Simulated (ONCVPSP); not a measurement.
# Pseudopotential generation for zinc: ONCV, PBEsol

Do these settings give a usable potential? It is generated, then checked for transferability, scattering, ghosts and hardness.

Method: ONCVPSP 4.0.1, PBEsol, scalar-relativistic.

### Step 1. The atom and the settings

Typed settings, in words:

```json
{"element": "zinc (Zn, Z = 30)", "type": "optimised norm-conserving Vanderbilt (ONCV)", "frozen core": "[Ar]", "valence charge": "12", "reference configuration": "3d10 4s2", "partial waves": "4s: rc 1.70 bohr, ncon 5, nbas 9, qcut 3.1 1/bohr, 2 projectors, debl 3.4 Ha; p scattering state at 0.23 Ha: rc 1.60 bohr, ncon 4, nbas 8, qcut 4.1 1/bohr, 2 projectors, debl 0.4 Ha; 3d: rc 0.85 bohr, ncon 4, nbas 9, qcut 21.7 1/bohr, 2 projectors, debl 1.3 Ha", "local potential": "polynomial inside 0.55 bohr (lpopt 4, dvloc0 0 Ha)", "core correction": "polynomial model core, fcfact 0.25"}
```

The nodes and maxima of the atom's own shells, from an earlier all-electron run, set the scale for the radii.

All-electron outer shells of the reference configuration (PBEsol, scalar-relativistic, ld1.x):

```csv
shell,level (eV),outermost node (bohr),outermost maximum (bohr)
3p,-83.26,0.25,0.59
3d,-10.17,–,0.56
4s,-6.00,0.85,2.09
4p,-1.07,0.92,3.04
```

### Step 2. The generation run

Zn.dat

```
# ATOM AND REFERENCE CONFIGURATION
# atsym  z   nc   nv     iexc    psfile
  Zn 30.00    5    2  -116133      upf
#
#   n    l    f
    1    0    2.00
    2    0    2.00
    2    1    6.00
    3    0    2.00
    3    1    6.00
    3    2   10.00
    4    0    2.00
#
# PSEUDOPOTENTIAL AND OPTIMIZATION
# lmax
    2
#
#   l,   rc,      ep,       ncon, nbas, qcut
    0    1.70    0.00    5    9    3.10
    1    1.60    0.23    4    8    4.10
    2    0.85    0.00    4    9   21.70
#
# LOCAL POTENTIAL
# lloc, lpopt,  rc(5),   dvloc0
    4    4    0.55    0.00
#
# VANDERBILT-KLEINMAN-BYLANDER PROJECTORs
# l, nproj, debl
    0    2    3.40
    1    2    0.40
    2    2    1.30
#
# MODEL CORE CHARGE
# icmod, fcfact, rcfact
    1    0.25    0.00
#
# LOG DERIVATIVE ANALYSIS
# epsh1, epsh2, depsh
   -2.00    5.00    0.02
#
# OUTPUT GRID
# rlmax, drl
    6.00    0.01
#
# TEST CONFIGURATIONS
# ncnf
    4
# nvcnf
#   n    l    f
    2
    3    2   10.00
    4    0    1.00
#
    2
    3    2   10.00
    4    0    0.00
#
    2
    3    2    9.00
    4    0    0.00
#
    2
    3    2    9.00
    4    0    2.00
#
```

On the command line:

```bash
$ oncvpsp.x < Zn.dat > Zn.out
```

Before running it: what results should come out? Wanted: cutoffs for 1 and 0.1 mHa per electron, occupied waves; bound ghosts; GHOST(+) flags; largest test error; largest phase difference near zero energy, channels read; rms error of d²Exc/dn², without and with the model core.

As calculated:

| quantity | value |
| --- | --- |
| cutoffs for 1 and 0.1 mHa per electron, occupied waves | 154 Ha and 178 Ha |
| bound ghosts | s at -156.72 eV, p at -248.60 eV, p at -63.00 eV |
| GHOST(+) flags | s at 193 eV, p at 1271 eV |
| largest test error (AE − PS) | -151 meV, for 3d9 4s2 |
| largest phase difference near zero energy, channels read | 0.001 rad |
| rms error of d²Exc/dn², without and with the model core | 8.90 and 4.71 mHa |

It has a bound ghost (s, p), a state that the atom doesn't have, and that rules the file out. The worst unpolarised test, 3d9 4s2, is off by 151 meV on 17.9 eV; by total energies transferability rates as poor. It counts as very hard, with 154 Ha needed at the looser tolerance. At the looser tolerance the 3d wave is the slowest; 4s needs 8 Ha. Near zero energy the phases of the channels with partial waves agree within 0.001 rad. The program also flags highly localised states, GHOST(+) (s, p). All of this concerns the isolated atom, not yet a solid.
